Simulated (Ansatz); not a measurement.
# C2H6F2SSi2: one species, many methods

The task here is to estimate one member of a computed series from the others.

The runs use Ansatz 0.2.0, Gaussian basis; functionals in def2-TZVPP, the program's frozen cores in correlated methods.

The runs, in order: PBE-D4, r2SCAN-D4, PBE0-D4, B3LYP-D4, ωB97X-V, ωB97M-V, B2PLYP; CCSD(T)/def2-TZVPP; MP2/def2-QZVPP; extrapolation to the limit.

## Structure used throughout

The geometry comes from an earlier relaxation with PBE0-D4 in a triple-zeta def2 set; it is a stationary point, not always the lowest conformer.

SMILES `C=C[SiH2]S[SiH](F)F`, 13 atoms, charge 0, spin multiplicity 1.

Atoms are counted from 1 here; the program's logs count them from 0.

Bond lengths: C1–C2 1.329 Å, C1–H8 1.086 Å, C1–H9 1.086 Å, C2–Si3 1.853 Å, C2–H10 1.090 Å, Si3–S4 2.157 Å, Si3–H11 1.482 Å, Si3–H12 1.485 Å, S4–Si5 2.100 Å, Si5–F6 1.587 Å, Si5–F7 1.586 Å, Si5–H13 1.471 Å. Angles: C2–C1–H8 122.0°, C2–C1–H9 121.8°, H8–C1–H9 116.2°, C1–C2–Si3 125.0°, C1–C2–H10 118.4°, Si3–C2–H10 116.6°, C2–Si3–S4 112.3°, C2–Si3–H11 110.8°, C2–Si3–H12 111.8°, S4–Si3–H11 110.1°, S4–Si3–H12 102.8°, H11–Si3–H12 108.9°, Si3–S4–Si5 101.2°, S4–Si5–F6 111.5°, S4–Si5–F7 111.2°, S4–Si5–H13 110.8°, F6–Si5–F7 106.2°, F6–Si5–H13 107.6° and more.

Set-up of the first run:

Contents of in.yaml:

```yaml
crystal:
  periodic: [false, false, false]
  atoms:
    - {symbol: C, position_ang: [1.147639, -1.342438, -0.862639]}
    - {symbol: C, position_ang: [1.347796, -0.931248, 0.385298]}
    - {symbol: Si, position_ang: [0.021116, -0.330820, 1.531457]}
    - {symbol: S, position_ang: [-1.874638, -0.088945, 0.531095]}
    - {symbol: Si, position_ang: [-1.435053, 1.469923, -0.806130]}
    - {symbol: F, position_ang: [-0.996925, 0.911686, -2.225366]}
    - {symbol: F, position_ang: [-0.222003, 2.348438, -0.283497]}
    - {symbol: H, position_ang: [0.160653, -1.348393, -1.314591]}
    - {symbol: H, position_ang: [1.964887, -1.686427, -1.489695]}
    - {symbol: H, position_ang: [2.364519, -0.943477, 0.778340]}
    - {symbol: H, position_ang: [0.422193, 0.940939, 2.178927]}
    - {symbol: H, position_ang: [-0.289458, -1.329179, 2.585961]}
    - {symbol: H, position_ang: [-2.610734, 2.329943, -1.009172]}
basis:
  gaussian: {orbitals: def2-TZVPP}
hamiltonian: {xc: pbe, dispersion: d4}
output: {forces: true, orbitals: {seedname: orbitals}}
```

Launch:

```console
> ansatz run in.yaml --threads 2 --pin off --events-out ev --progress --plain --max-ram 22528MiB --backend cuda --devices 0, --max-vram 18GiB
```

Steps of the session up to this table: PBE-D4 (GGA); r2SCAN-D4 (meta-GGA); PBE0-D4 (hybrid); B3LYP-D4 (hybrid); ωB97X-V (range-separated); ωB97M-V (range-separated); B2PLYP (double hybrid); CCSD(T) in def2-TZVPP; MP2 in def2-QZVPP.

One table of the session follows, with a row left open; its other results are not shown here.

| method | atomisation energy (kJ/mol) |
| --- | --- |
| PBE-D4 | 5096.9 |
| r2SCAN-D4 | 5054.3 |
| PBE0-D4 | 5019.3 |
| B3LYP-D4 | 5016.8 |
| ωB97X-V | 5057.8 |
| ωB97M-V | ? |
| B2PLYP | 4969.8 |
| HF/def2-TZVPP | 3766.6 |
| MP2/def2-TZVPP | 5015.0 |
| CCSD/def2-TZVPP | 4828.7 |
| CCSD(T)/def2-TZVPP | 4905.5 |
| MP2/CBS | 5160.7 |
| CCSD(T)/CBS | 5051.1 |

Estimate the missing values for ωB97M-V.

As computed: atomisation energy (kJ/mol): 5054.7. In the column «atomisation energy (kJ/mol)» it lies between r2SCAN-D4 (5054.3) and ωB97X-V (5057.8).
